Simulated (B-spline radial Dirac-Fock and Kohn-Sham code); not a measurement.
# An X-ray data sheet for Rh³⁺, step by step

Wanted for rhodium as Rh³⁺: its X-ray form factor and Compton profile and the binding energy of each subshell.

Program: B-spline radial Dirac-Fock and Kohn-Sham code, version 3. Model: a free atom or ion on a radial basis; each step names its model. All values are calculated, but those marked as tabulated.

### Step 1. The atom as given

The Rh³⁺ ion, [Kr] 4d6, inside a Watson sphere of charge -3 and radius 3 Å (a model of the Madelung potential; inside it an electron's potential energy is raised by 14.4 eV).

| Item | Value |
| --- | --- |
| nuclear charge | 45 |
| electrons | 42 |
| mass number | 103 |
| nuclear rms radius | 4.4945 fm |

Outer shells as boxes (Hund's rule, for the drawing alone; heavy ions are jj-coupled, and the calculation averages over the configuration):

```
[Kr] core
4d [↑↓][↑ ][↑ ][↑ ][↑ ]
```

### Step 2. Scattering by the electron cloud

Model: Dirac-Fock average of configuration, finite nucleus; form factor of the spherical density, Waller-Hartree incoherent function, impulse-approximation Compton profiles.

The run's settings:

```ini
task = scatter
Z = 45
charge = 3
configuration = 1s2 2s2 2p6 3s2 3p6 3d10 4s2 4p6 4d6
mass_number = 103
rms_radius = 4.4945  # fm
s = [0.0, 0.05, 0.07, 0.09, 0.11, 0.14, 0.17, 0.22, 0.28, 0.35, 0.44, 0.55, 0.7, 0.88, 1.11, 1.4, 1.76, 2.22, 2.8, 3.53, 4.45, 5.61, 7.07]  # 1/A
pz = [0, 0.1, 0.2, 0.3, 0.4, 0.5, 0.6, 0.8, 1.0, 1.2, 1.4, 1.6, 1.8, 2.0, 2.5, 3.0, 4.0, 5.0, 7.0, 10.0, 15.0, 20.0, 30.0, 40.0, 60.0, 100.0]  # a.u.
photon_energy = [2000, 8047.8, 20000, 30000, 50000, 100000, 500000, 1000000]  # eV
watson_charge = -3  # e
watson_radius = 3.0  # A
```

### Step 3. Binding energies

Model: Dirac-Fock average of configuration, Delta-SCF, finite nucleus, first-order Breit with its frequency dependence, self-energy and vacuum polarisation.

The run's settings:

```ini
task = binding
```

**Question.** What will these runs give? Wanted: rms radius of the electron cloud; form factor halves at; Compton profile at zero; deepest level listed, K; least bound, N4,5; Kα1.

**Answer**, as computed:

| quantity | value |
| --- | --- |
| rms radius of the electron cloud | 0.790 bohr |
| form factor halves at | 0.60 1/Å |
| Compton profile at zero | 5.713 1/a.u. |
| deepest level listed, K (1s) | 23254.5 eV |
| least bound, N4,5 (4d) | 30.94 eV |
| Kα1 | 20214.0 eV |

In words: f falls from 42 to half of that at s = 0.60 1/Å. Incoherent scattering outweighs coherent from 100 keV on, among the energies asked. For K (1s), relaxation takes off 59.5 eV, Breit terms shift it by -45.32 and QED by -22.75 eV. The Hartree-Fock and Dirac-Fock values hold no electron correlation.
